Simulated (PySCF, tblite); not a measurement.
**C7H10NPSi: geometry, infrared bands and NMR shifts**

Wanted: the infrared bands and NMR shifts of C7H10NPSi (`C#CCn1cpc([SiH3])c1C`), by calculation.

The runs use tblite 0.8.0 and PySCF 2.14.0, with density-fitted response routines of our own; the level of theory stands in each step. All values are computed, except where a source is named. Atoms are numbered from 0 throughout.

## (1) Starting geometry

20 atoms, charge 0, multiplicity 1; geometry from: force field or distance geometry start.

Bonds of the start (Å): C0–C1 1.19, C1–C2 1.48, C2–N3 1.45, N3–C4 1.40, C4–P5 1.82, P5–C6 1.86, C6–Si7 1.90, C6–C8 1.40, C8–C9 1.50, C8–N3 1.40, C0–H10 1.07, C2–H11 1.09, C2–H12 1.10, C4–H13 1.07, Si7–H14 1.49, Si7–H15 1.48, Si7–H16 1.49, C9–H17 1.10, C9–H18 1.10, C9–H19 1.09.

## (2) Relaxing the molecule with GFN2-xTB

Job settings and geometry (Å):

```
{"job": {"kind": "relax", "xc": "GFN2-xTB", "basis": "xTB"}, "charge": 0, "multiplicity": 1}
C     -3.607600     1.030100     0.576900
C     -2.882000     0.260600     0.026600
C     -1.965900    -0.698200    -0.623300
N     -0.684700    -0.802700     0.047300
C     -0.450900    -1.774600     1.030100
P      1.223500    -1.852700     1.743800
C      1.538700    -0.436400     0.582500
Si     3.289800     0.305500     0.579300
C      0.455500    -0.022500    -0.193200
C      0.382200     1.096100    -1.192200
H     -4.269500     1.721000     1.063600
H     -1.785700    -0.411200    -1.663500
H     -2.425300    -1.694700    -0.640800
H     -1.228900    -2.450800     1.333500
H      3.380000     1.427700     1.551600
H      4.320700    -0.710800     0.910200
H      3.597700     0.854000    -0.768400
H      0.397500     0.685200    -2.213000
H      1.227500     1.791000    -1.093200
H     -0.517700     1.693900    -1.060800
```

Started as:

```
OMP_NUM_THREADS=1 python probes_run.py task.json out
```

One launch serves the whole session: the jobs run in the order shown.

**Question.** This job is followed by: GFN2-xTB harmonic vibrations, gas phase; GIAO PBE0/pcSseg-1 NMR shielding, non-relativistic, gas phase. Predict these results of the whole session: strongest single infrared mode (GFN2-xTB); zero-point energy (GFN2-xTB); ¹³C shifts against TMS (PBE0/pcSseg-1); ¹H shifts against TMS (PBE0/pcSseg-1, means over atoms taken as alike); ¹⁵N shifts against NH3 (PBE0/pcSseg-1); ³¹P shifts against H3PO4 (PBE0/pcSseg-1); ²⁹Si shifts against TMS (PBE0/pcSseg-1).

**Answer**, as computed:

```
                                                              quantity                                            value
                             strongest single infrared mode (GFN2-xTB)                            2198 cm⁻¹, 438 km/mol
                                          zero-point energy (GFN2-xTB)                                    89.6 kcal/mol
                                ¹³C shifts against TMS (PBE0/pcSseg-1)  162.5, 146.9, 131.4, 83.4, 81.9, 42.7, 17.9 ppm
¹H shifts against TMS (PBE0/pcSseg-1, means over atoms taken as alike)                 7.99, 4.79, 4.62, 2.75, 1.88 ppm
                                ¹⁵N shifts against NH3 (PBE0/pcSseg-1)                                        207.2 ppm
                              ³¹P shifts against H3PO4 (PBE0/pcSseg-1)                                        148.1 ppm
                               ²⁹Si shifts against TMS (PBE0/pcSseg-1)                                        -81.8 ppm
```

**Reading.** Over 119 steps the energy fell by 0.592 eV; of the close pairs, C4–P5 changed most, 1.822 to 1.710 Å. All 54 modes are real, so the xTB geometry is a minimum. The strongest single mode, at 2198 cm⁻¹, moves mainly H14 and H16. GFN2-xTB is a fitted tight-binding method: band positions and strengths are rough. Its intensities can rank the bands wrongly. At PBE0/pcSseg-1: The largest span, 428 ppm, is at P5, where the paramagnetic term is -799 ppm. NICS(1)zz of -27 ppm above the planar ring from N3 marks a diatropic (aromatic) ring current.
